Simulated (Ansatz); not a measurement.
**CH6B2O (SMILES BB(C)O) at CCSD(T)/def2-SVP**

What is the vertical ionisation energy of CH6B2O at CCSD(T)/def2-SVP? 

Program for the calculation: Ansatz 0.2.0.

69 further runs of the same task are left out: 69 set aside as unsound or not needed.

## Step 1: The system as given

CH6B2O has 10 atoms, charge 0, and is taken as a singlet. As SMILES, `BB(C)O`. Geometry: relaxed at PBE0-D4/def2-TZVP. This is one conformer, not always the lowest.

Bond lengths: B1–B2 1.681 Å, B2–C3 1.575 Å, B2–O4 1.367 Å, B1–H5 1.201 Å, B1–H6 1.200 Å, C3–H7 1.093 Å, C3–H8 1.094 Å, C3–H9 1.097 Å, O4–H10 0.959 Å. Some angles: B1–B2–C3 118.7°, B1–B2–O4 125.5°, C3–B2–O4 115.8°, B2–B1–H5 121.9°, B2–B1–H6 122.5°, B2–C3–H7 113.8°, B2–C3–H8 111.5°, B2–C3–H9 108.5°, B2–O4–H10 114.4°, H5–B1–H6 115.4°.

## Step 2: A single-point energy at CCSD(T)/def2-SVP

File input.yaml:

```yaml
crystal:
  periodic: [false, false, false]
  atoms:
    - symbol: B
      position_ang: [-1.157400, 0.826800, -0.622100]
    - symbol: B
      position_ang: [0.289400, 0.045900, -0.271000]
    - symbol: C
      position_ang: [0.377300, -0.834700, 1.032200]
    - symbol: O
      position_ang: [1.432600, 0.117800, -1.017900]
    - symbol: H
      position_ang: [-2.010400, 0.312100, -1.292200]
    - symbol: H
      position_ang: [-1.440400, 1.898900, -0.162200]
    - symbol: H
      position_ang: [-0.546500, -1.371000, 1.265900]
    - symbol: H
      position_ang: [1.200400, -1.552500, 0.975700]
    - symbol: H
      position_ang: [0.572700, -0.174500, 1.886700]
    - symbol: H
      position_ang: [1.365300, 0.679800, -1.792300]
basis:
  gaussian: {orbitals: def2-SVP}
correlation: {method: ccsd_t, frozen_orbitals: {B: 1, C: 1, H: 0, O: 1}}
accuracy: high
scf: {omitted_lower_state_checks: [cluster_reference, increment]}
```

Run with:

```bash
$ ansatz run input.yaml --threads 1 --pin off --max-ram 3480MiB --events-out events.jsonl --progress --plain --runs-dir runs
```

The program printed, shortened:

```text
Warning: RAYON_NUM_THREADS=1 ignored (pool sized by the plan → 1); use --threads N
Functional definition: HF
  name "HF"
[...]
2073 factors; integrals over basis functions are off by at most 3.2e-9 eV
[...]
mean field -4503.18568467 eV, -165.4890215426 hartree, gradient 1.7e-8 eV, S^2 0.000000; 0 other end points of the search recorded, 0 dependent functions left out
4 core orbitals not correlated: weight in the atoms' cores, before any rotation towards them, 1.000 or more for the frozen orbitals, at most 0.000 for the correlated occupied ones
reference -4503.18568467 eV, -165.4890215426 hartree; 11, 11 occupied and 71, 71 virtual orbitals, 2073 factors
second order -13.46193789 eV of doubles, -0.00000000 eV of singles
cycle   1  -14.28416198 eV  change   -8.2e-1 eV  update   8.7e-2
[...]
cycle  23  -14.75573445 eV  change  -7.3e-11 eV  update   1.1e-9
perturbative correction -0.37548316 eV, -0.0137987516 hartree
Total energy: -4518.31690227 eV, -166.0450835333 hartree
Checks for a lower state left out: cluster_reference, increment
```

It took 20 s on 1 thread of Arm Neoverse V2, shared host; peak memory 0.54 GiB.

## Step 3: The doublet cation, same level

File run.yaml:

```yaml
crystal:
  periodic: [false, false, false]
  atoms:
    - {symbol: B, position_ang: [-1.157400, 0.826800, -0.622100]}
    - {symbol: B, position_ang: [0.289400, 0.045900, -0.271000]}
    - {symbol: C, position_ang: [0.377300, -0.834700, 1.032200]}
    - {symbol: O, position_ang: [1.432600, 0.117800, -1.017900]}
    - {symbol: H, position_ang: [-2.010400, 0.312100, -1.292200]}
    - {symbol: H, position_ang: [-1.440400, 1.898900, -0.162200]}
    - {symbol: H, position_ang: [-0.546500, -1.371000, 1.265900]}
    - {symbol: H, position_ang: [1.200400, -1.552500, 0.975700]}
    - {symbol: H, position_ang: [0.572700, -0.174500, 1.886700]}
    - {symbol: H, position_ang: [1.365300, 0.679800, -1.792300]}
basis:
  gaussian:
    orbitals: def2-SVP
total_charge: 1
magnetization:
  spin_polarized: true
  initial_magnetization: 1
correlation:
  method: ccsd_t
  frozen_orbitals: {B: 1, C: 1, H: 0, O: 1}
accuracy: high
scf:
  omitted_lower_state_checks: [cluster_reference, increment]
```

Run with:

```bash
$ ansatz run run.yaml --threads 1 --pin off --max-ram 3480MiB --events-out events.jsonl --progress --plain --runs-dir runs
```

The program printed, shortened:

```text
Warning: RAYON_NUM_THREADS=1 ignored (pool sized by the plan → 1); use --threads N
Functional definition: HF
  name "HF"
[...]
2072 factors; integrals over basis functions are off by at most 3.3e-9 eV
[...]
mean field -4493.54528774 eV, -165.1347434899 hartree, gradient 2.3e-8 eV, S^2 0.769864; 2 other end points of the search recorded, 0 dependent functions left out
4 core orbitals not correlated: weight in the atoms' cores, before any rotation towards them, 1.000 or more for the frozen orbitals, at most 0.000 for the correlated occupied ones
reference -4493.54528774 eV, -165.1347434899 hartree; 11, 10 occupied and 71, 72 virtual orbitals, 2072 factors
second order -13.09319622 eV of doubles, -0.00000000 eV of singles
cycle   1  -13.77692701 eV  change   -6.8e-1 eV  update   1.1e-1
[...]
cycle  31  -14.34581062 eV  change   6.7e-10 eV  update   1.9e-9
perturbative correction -0.43674860 eV, -0.0160502148 hartree
Total energy: -4508.32784695 eV, -165.6779925212 hartree
Checks for a lower state left out: cluster_reference, increment
```

Run time: 76 s. Hardware: 1 thread of Arm Neoverse V2, shared host; peak memory 1 GiB.

## Step 4: Summary of results

At CCSD(T)/def2-SVP, 4 core orbitals frozen:

```
                                                   quantity          value
                               singlet CH6B2O: total energy  -166.04508 Eh
singlet CH6B2O: correlation energy (4 core orbitals frozen)     -556.1 mEh
                             singlet CH6B2O: (T) correction     -13.80 mEh
                              singlet CH6B2O: T1 diagnostic          0.013
                               doublet cation: total energy  -165.67799 Eh
doublet cation: correlation energy (4 core orbitals frozen)     -543.2 mEh
                             doublet cation: (T) correction     -16.05 mEh
          doublet cation: ⟨S²⟩ of the reference determinant          0.770
                              doublet cation: T1 diagnostic          0.022
         vertical ionisation energy (to the doublet cation)       9.989 eV
```

In words: The vertical ionisation energy comes to 9.99 eV (964 kJ/mol). The triples (singlet CH6B2O) make up 2.5 % of the correlation energy. The triples (doublet cation) make up 3.0 % of the correlation energy.
